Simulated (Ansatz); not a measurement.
# BrClH2OSSi: one species, many methods

How much do the methods differ for BrClH2OSSi? The plan is to run it at one geometry with functionals of several rungs and with coupled cluster. The yardstick is the atomisation energy at the CCSD(T) limit.

Computed with Ansatz 0.2.0, Gaussian basis. Level: functionals in def2-TZVPP, the program's frozen cores in correlated methods.

The runs, in order: LDA (SPW92), PBE-D4, revPBE-D4, BLYP-D4, r2SCAN-D4, B97M-V, PBE0-D4, B3LYP-D4, r2SCANh-D4, r2SCAN0-D4, HSE06-D4, BHLYP-D4, CAM-B3LYP-D4, LC-ωPBE, ωB97X-V, ωB97M-V, B2PLYP, PBE-QIDH; CCSD(T)/def2-SVP; CCSD(T)/def2-TZVPP; MP2/def2-QZVPP; extrapolation to the limit; RPA on PBE.

## (1) Structure used throughout

All runs share one geometry, relaxed beforehand with PBE0-D4 in a triple-zeta def2 set.

SMILES `O[Si](S)(Cl)Br`, 7 atoms, charge 0, spin multiplicity 1.

Atoms are counted from 1 here; the program's logs count them from 0.

Bond lengths: O1–Si2 1.621 Å, O1–H6 0.959 Å, Si2–S3 2.104 Å, Si2–Cl4 2.042 Å, Si2–Br5 2.215 Å, S3–H7 1.344 Å. Angles: Si2–O1–H6 118.3°, O1–Si2–S3 104.4°, O1–Si2–Cl4 112.0°, O1–Si2–Br5 109.8°, S3–Si2–Cl4 111.3°, S3–Si2–Br5 113.4°, Cl4–Si2–Br5 106.0°, Si2–S3–H7 92.8°.

## (2) LDA

This LDA is Slater exchange with PW92 correlation.

in.yaml reads:

```yaml
crystal:
  periodic: [false, false, false]
  atoms:
    - {symbol: O, position_ang: [-1.306732, 0.286114, 0.944125]}
    - {symbol: Si, position_ang: [-0.085427, 0.046242, -0.094927]}
    - {symbol: S, position_ang: [1.286701, -1.136682, 0.974426]}
    - {symbol: Cl, position_ang: [-0.703833, -0.894160, -1.798992]}
    - {symbol: Br, position_ang: [0.745866, 1.995403, -0.739025]}
    - {symbol: H, position_ang: [-1.894194, 1.029200, 0.791705]}
    - {symbol: H, position_ang: [2.018819, -1.394218, -0.122913]}
basis:
  gaussian: {orbitals: def2-TZVPP}
hamiltonian: {xc: lda}
output: {orbitals: {seedname: orbitals}}
```

The run is started by

```bash
ansatz run in.yaml --threads 4 --pin off --events-out ev --progress --plain --max-ram 10444MiB
```

Further steps of the session: PBE-D4 (GGA); revPBE-D4 (GGA); BLYP-D4 (GGA); r2SCAN-D4 (meta-GGA); B97M-V (meta-GGA); PBE0-D4 (hybrid); B3LYP-D4 (hybrid); r2SCANh-D4 (hybrid); r2SCAN0-D4 (hybrid); HSE06-D4 (hybrid); BHLYP-D4 (hybrid); CAM-B3LYP-D4 (range-separated); LC-ωPBE (range-separated); ωB97X-V (range-separated); ωB97M-V (range-separated); B2PLYP (double hybrid); PBE-QIDH (double hybrid); CCSD(T) in def2-SVP; CCSD(T) in def2-TZVPP; MP2 in def2-QZVPP; RPA on PBE orbitals.

Before running them: what should the planned runs give, taken together? Wanted: atomisation energy, CCSD(T)/CBS; farthest beyond LDA; mean size of error, GGA; mean size of error, meta-GGA; mean size of error, hybrid; mean size of error, range-separated; mean size of error, double hybrid; gap, smallest and largest; T1 diagnostic.

As calculated:

| quantity | value |
| --- | --- |
| atomisation energy, CCSD(T)/CBS | 24.810 eV |
| functionals within 0.248 eV (1.0 %) | PBE-D4, r2SCAN-D4, B97M-V, r2SCANh-D4, ωB97X-V, ωB97M-V |
| farthest beyond LDA | BHLYP-D4 (-1.302 eV) |
| mean size of error, GGA | 0.429 eV |
| mean size of error, meta-GGA | 0.034 eV |
| mean size of error, hybrid | 0.519 eV |
| mean size of error, range-separated | 0.312 eV |
| mean size of error, double hybrid | 0.559 eV |
| gap, smallest and largest | 5.16 eV (LDA (SPW92)), 12.49 eV (LC-ωPBE) |
| T1 diagnostic | 0.0094 |
| triples share of the correlation energy | 3.9 % |

In words: The LDA atomisation energy is off by 3.706 eV (15 %): it overbinds. PBE-D4 is off by +0.209 eV. Double hybrids carry the basis error of their MP2 part in triple zeta, and no dispersion term here, so their miss is partly the set-up's. Taken by rung, meta-GGA functionals do best (0.034 eV on average) and double hybrid ones worst beyond LDA (0.559 eV). hybrid functionals lie within the reference's doubt of that worst mean (0.519 eV), so those two tie. Misses under about 0.248 eV are within the doubt on the reference itself, which lacks core-valence correlation, relativity and higher excitations, and its outer-core shells are covered unevenly. All levels share the lack of spin-orbit coupling, which lowers the free heavy atoms and so the true binding. Hartree-Fock recovers 69 % of the binding; the rest is correlation. CCSD(T) in def2-SVP is off by -2.745 eV, so the small basis spoils what the method gains. Orbital gaps span 5.2 to 12.5 eV; exact exchange widens them. Correlated methods include outer-core shells of Br, which these sets cover unevenly.
